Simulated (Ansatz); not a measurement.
**CH₅AlOS₂: basis-set convergence**

Aim: see how fast density functionals converge with the basis set for CH₅AlOS₂.

Program: Ansatz 0.2.0, Gaussian basis. Level of theory: one geometry, several basis sets. These are calculated values, not measurements.

The runs, in order: PBE0-D4/def2-SVP; ωB97M-V/def2-SVP; PBE0-D4/def2-QZVPP; ωB97M-V/def2-QZVPP; the functionals' def2-TZVPP values are taken from earlier runs.

### 1 Structure used throughout

The geometry comes from an earlier relaxation with PBE0-D4 in a triple-zeta def2 set; it is a stationary point, not always the lowest conformer.

10 atoms, charge 0, spin multiplicity 1.

Atoms are counted from 1 here; the program's logs count them from 0.

Bond lengths: O1–C2 1.363 Å, O1–H6 0.968 Å, C2–Al3 1.981 Å, C2–S4 1.963 Å, C2–S5 1.803 Å, Al3–S4 2.452 Å, Al3–H7 1.580 Å, Al3–H8 1.584 Å, S4–H9 1.346 Å, S5–H10 1.345 Å. Angles: C2–O1–H6 109.6°, O1–C2–Al3 123.7°, O1–C2–S4 112.4°, O1–C2–S5 115.0°, Al3–C2–S4 76.9°, Al3–C2–S5 117.5°, S4–C2–S5 100.1°, C2–Al3–S4 51.2°, C2–Al3–H7 117.0°, C2–Al3–H8 116.4°, S4–Al3–H7 113.0°, S4–Al3–H8 106.9°, H7–Al3–H8 125.8°, C2–S4–Al3 51.9°, C2–S4–H9 93.6°, Al3–S4–H9 87.9°, C2–S5–H10 96.1°.

### 2 PBE0-D4 in def2-SVP

in.yaml reads:

```yaml
crystal:
  periodic: [false, false, false]
  atoms:
    - {symbol: O, position_ang: [-1.294811, -0.035949, -1.104726]}
    - {symbol: C, position_ang: [-0.182884, 0.248404, -0.370382]}
    - {symbol: Al, position_ang: [0.852171, -1.112736, 0.629770]}
    - {symbol: S, position_ang: [-0.606634, 0.654640, 1.502948]}
    - {symbol: S, position_ang: [0.670250, 1.767262, -0.836998]}
    - {symbol: H, position_ang: [-1.725037, 0.787659, -1.375290]}
    - {symbol: H, position_ang: [2.387333, -0.817918, 0.861274]}
    - {symbol: H, position_ang: [0.121567, -2.491227, 0.905452]}
    - {symbol: H, position_ang: [-1.593170, -0.259433, 1.566441]}
    - {symbol: H, position_ang: [1.454315, 1.208296, -1.775490]}
basis:
  gaussian: {orbitals: def2-SVP}
hamiltonian: {xc: pbe0, dispersion: d4}
output: {orbitals: {seedname: orbitals}}
```

Further steps of the session: ωB97M-V in def2-SVP; PBE0-D4 in def2-QZVPP; ωB97M-V in def2-QZVPP.

**Question.** What will the summary of the whole plan be? Wanted: PBE0-D4: double and triple zeta above quadruple; ωB97M-V: double and triple zeta above quadruple.

As calculated:

| quantity | value |
| --- | --- |
| PBE0-D4: double and triple zeta above quadruple | 14.61, 1.04 eV |
| ωB97M-V: double and triple zeta above quadruple | 14.60, 1.00 eV |

What this shows: For PBE0-D4 the step from double to triple zeta gains 13.57 eV and the next only 1.04 eV. Total energies overstate the basis error of differences, where much of it tends to cancel. The LUMO of ωB97M-V is positive and keeps falling with the basis (1.38 to 0.65 eV): an unbound level that the basis holds in place.
